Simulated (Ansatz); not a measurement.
From input file to script: C₂H₄F₂Si₂, SMILES F[SiH2]C#C[SiH2]F in Ansatz 0.2.0.

```yaml
crystal:
  periodic: [false, false, false]
  atoms:
    - { symbol: F, position_ang: [-2.6452, -1.8947, -0.7476] }
    - { symbol: Si, position_ang: [-2.0482, -0.4959, -1.3185] }
    - { symbol: C, position_ang: [-0.536, -0.1236, -0.3367] }
    - { symbol: C, position_ang: [0.5621, 0.1234, 0.3124] }
    - { symbol: Si, position_ang: [2.0312, 0.4735, 1.2931] }
    - { symbol: F, position_ang: [2.6781, 1.8532, 0.7512] }
    - { symbol: H, position_ang: [-3.0088, 0.6064, -1.1762] }
    - { symbol: H, position_ang: [-1.6757, -0.6585, -2.7606] }
    - { symbol: H, position_ang: [1.703, 0.6802, 2.7892] }
    - { symbol: H, position_ang: [3.0226, -0.6153, 1.1967] }
basis:
  gaussian: { orbitals: def2-SVP }
hamiltonian:
  xc: { name: PBE0-DH }
```

Launched from the shell:
```console
$ ansatz run input.yaml --threads 1 --pin off --max-ram 4096MiB --backend cpu --events-out ev --progress --plain --runs-dir out
Engine: ansatz 0.2.0, aarch64-unknown-linux-gnu
Functional definition: PBE0-DH
  parameter a = 1/2
  parameter c = 1/8
  exchange = (1 - a)*pbe_x + a*exact_x
  correlation = (1 - c)*pbe_c + c*(mp2_os + mp2_ss)
1083 factors; integrals over basis functions are off by at most 1.1e-3 eV
mean field evaluation 1: about -23295.0010 eV, gradient 4.1e1 eV
mean field evaluation 2: about -23295.1826 eV, gradient 4.1e1 eV
mean field evaluation 4: about -23298.4041 eV, gradient 3.6e0 eV
mean field evaluation 8: about -23298.4390 eV, gradient 1.1e0 eV
mean field evaluation 16: about -23298.4418 eV, gradient 5.5e-5 eV
mean field -23298.44183701 eV, -856.2019452592 hartree, gradient 4.6e-6 eV, S^2 0.000000; 0 other end points of the search recorded, 0 dependent functions left out
14 core orbitals not correlated: weight in the atoms' cores, before any rotation towards them, 1.000 or more for the frozen orbitals, at most 0.000 for the correlated occupied ones
reference -23298.44185776 eV, -856.2019460216 hartree; 17, 17 occupied and 81, 81 virtual orbitals, 1083 factors
second order -27.79275792 eV of doubles, -0.00000000 eV of singles
Total energy: -23301.91595250 eV, -856.3296166485 hartree
```

`energy_c2h4f2si2.py`:
```python
"""Single point of C2H4F2Si2 in a Gaussian basis."""

import ansatz as az

BASIS = "def2-SVP"

GEOMETRY = """
F    -2.64520   -1.89470   -0.74760
Si   -2.04820   -0.49590   -1.31850
C    -0.53600   -0.12360   -0.33670
C     0.56210    0.12340    0.31240
Si    2.03120    0.47350    1.29310
F     2.67810    1.85320    0.75120
H    -3.00880    0.60640   -1.17620
H    -1.67570   -0.65850   -2.76060
H     1.70300    0.68020    2.78920
H     3.02260   -0.61530    1.19670
"""

geometry = az.Crystal.molecule()
for line in GEOMETRY.strip().splitlines():
    symbol, *xyz = line.split()
    geometry = geometry.atom(symbol, [float(v) for v in xyz])

calc = geometry.calculation().basis(gaussian=BASIS).functional(az.LibraryFunctional("PBE0-DH"))
result = calc.run(threads=1, pin="off")
report = result.report

print(f"E = {report['free_energy_ev']:.6f} eV = {report['free_energy_ev'] / 27.211386246:.7f} Ha")
print("converged:", report["converged"], " doubts:", report["published_state_doubts"] or "none")

field = report["mean_field"]
print("<S^2> =", round(abs(field["state"]["spin_squared"]), 4), " all-electron relativity setting:", field["relativity"])
print("passes:", field["passes"])
if "symmetry" in field:
    print("occupied orbitals by irrep:", field["symmetry"]["occupied"])
```

Running `python energy_c2h4f2si2.py` prints:
```text
E = -23301.915953 eV = -856.3296166 Ha
converged: True  doubts: none
<S^2> = 0.0  all-electron relativity setting: none
passes: {'evaluations': 17, 'products': 28}
occupied orbitals by irrep: [{'A': 31}, {'A': 31}]
```

Total energies depend on the basis set; only differences at equal settings carry meaning. The geometry is a force-field or estimated start, not a minimum of this method, and the basis set is short of its limit. For a double hybrid the total adds scaled second-order correlation to the self-consistent reference. Hardware and time: 6 s on 1 thread of Arm Neoverse V2 (shared host), peak memory 0.27 GiB.

(Lines on the test bed's own set-up are left out of the output.)
